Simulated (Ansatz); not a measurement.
Runs of Ansatz 0.2.0 on SiO. The structure is cubic, space group F-43m (No. 216). Conventional cell: a = 4.867 Å, b = 4.867 Å, c = 4.867 Å, α = 90.00°, β = 90.00°, γ = 90.00°. Si (site symmetry -43m) is surrounded by 4 O at 2.11 Å. Around O (site symmetry -43m) lie 4 Si at 2.11 Å. The cell was built by a generator and needn't be a form met in nature.

| task | potentials or basis | cutoff (eV) | points for each segment of the path | gap on the mesh (eV) | pressure (GPa) |
| --- | --- | --- | --- | --- | --- |
| band structure | Ansatz PAW earlier set | 900 | 14 | none | 0.0 |
| band structure | JTH PAW | 1380 | 14 | none | -0.2 |
| band structure | Ansatz PAW earlier set | 930 | 14 | none | 0.0 |
| single point | Ansatz PAW soft_1 | 420 | - | none | 0.0 |
| band structure | PseudoDojo standard (PBE files) | 1143 | 14 | none | (a) |

Alike in all rows: level PBE; no spin polarisation; cell as given; k mesh 9 × 9 × 9; smearing fermi-dirac 0.05 eV.

Question: Fill in the values left out.

Answer: (a) -0.1.

A k mesh can miss the band edges.

A gap of «none» marks a metal or a gap under the smearing width.

Not every run made on this cell is shown here.
